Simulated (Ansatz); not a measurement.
# Sb: a tetragonal deformation path

An exercise on one series of results from a longer session: the logs are not shown, and one member is left open.

Method: DFT r2SCAN, scalar-relativistic, plane waves, PAW, in Ansatz 0.2.0.

### Starting point

It takes space group Pm-3m (No. 221, cubic). Conventional cell: a = 3.160 Å, b = 3.160 Å, c = 3.160 Å, α = 90.00°, β = 90.00°, γ = 90.00°. Sb (site symmetry m-3m) is surrounded by 6 Sb at 3.16 Å.

As a file:

```
CELL_PARAMETERS angstrom
3.16000 0.00000 0.00000
0.00000 3.16000 0.00000
0.00000 0.00000 3.16000
ATOMIC_POSITIONS crystal
Sb 0.00000 0.00000 0.00000
```

The cell is taken as given, not relaxed at this level.

### The reference cell

Reference values: F = -6499.0399 eV; pressure -3.76 GPa; largest force 0.000 eV/Å; gap on the mesh none (metal). It was computed beforehand with the settings of the runs below.

The first run:

At fixed volume and fractional coordinates, lengths along (0.000, 0.000, 1.000) are scaled against those across it; ρ is that ratio over its starting value.

Contents of input.yaml:

```yaml
crystal:
  lattice:
    - [3.5471586354, 0.0, 0.0]
    - [0.0, 3.5471586354, 0.0]
    - [0.0, 0.0, 2.5078411553]
  atoms:
    - { symbol: Sb, position: [0.0, 0.0, 0.0] }
basis:
  ecutwfc: 500
kpoints:
  mp_grid: { grid: [16, 16, 16] }
hamiltonian:
  xc: r2scan
scf:
  occupations: { method: gaussian, width: 0.15 }
output:
  forces: true
  stress: true
  eigenvalues: true
  write_density: true
  write_potential: true
  elf: true
  volumetric_format: npy
```

On the command line:

```sh
$ ansatz run input.yaml --threads 1 --pin off --max-ram 2560MiB --backend cpu --events-out ev --progress --plain --runs-dir out
```

Among the steps run: ρ = 0.707; At ρ = 1.414; ρ = 0.850; Point ρ = 1.200; At ρ = 0.780; Point ρ = 1.300; ρ = 0.920; ρ = 1.100; Point ρ = 0.650; Point ρ = 1.500; At ρ = 0.960; Point ρ = 1.050.

One table of the session follows, with a row left open; its other results are not shown here.

| ρ | ΔE (meV/atom) | pressure (GPa) |
| --- | --- | --- |
| 0.650 | 1737.0 | 24.0 |
| 0.707 | 1073.0 | 12.3 |
| 0.780 | 512.8 | 4.0 |
| 0.850 | 195.0 | -0.7 |
| 0.920 | ? | ? |
| 0.960 | 8.5 | -3.5 |
| 1.000 | 0.0 | -3.8 |
| 1.050 | 14.1 | -3.4 |
| 1.100 | 51.7 | -2.7 |
| 1.200 | 168.4 | -0.6 |
| 1.300 | 299.8 | 2.5 |
| 1.414 | 454.2 | 7.0 |
| 1.500 | 597.0 | 11.0 |

Q: Estimate the row for ρ = 0.920 from the others.

Worked estimate for «ΔE (meV/atom)». A straight line through the neighbours (0.850, 195.0) and (0.960, 8.5) gives 195.0 + (8.5 − 195.0) × (0.920 − 0.850) / (0.960 − 0.850) = 76.3; a parabola fitted to 4 rows on both sides gives 32.8.

**Answer.** ΔE (meV/atom): 40.9; pressure (GPa): -3.0. In «ΔE (meV/atom)» the line misses by +35.4 and the parabola by -8.1.
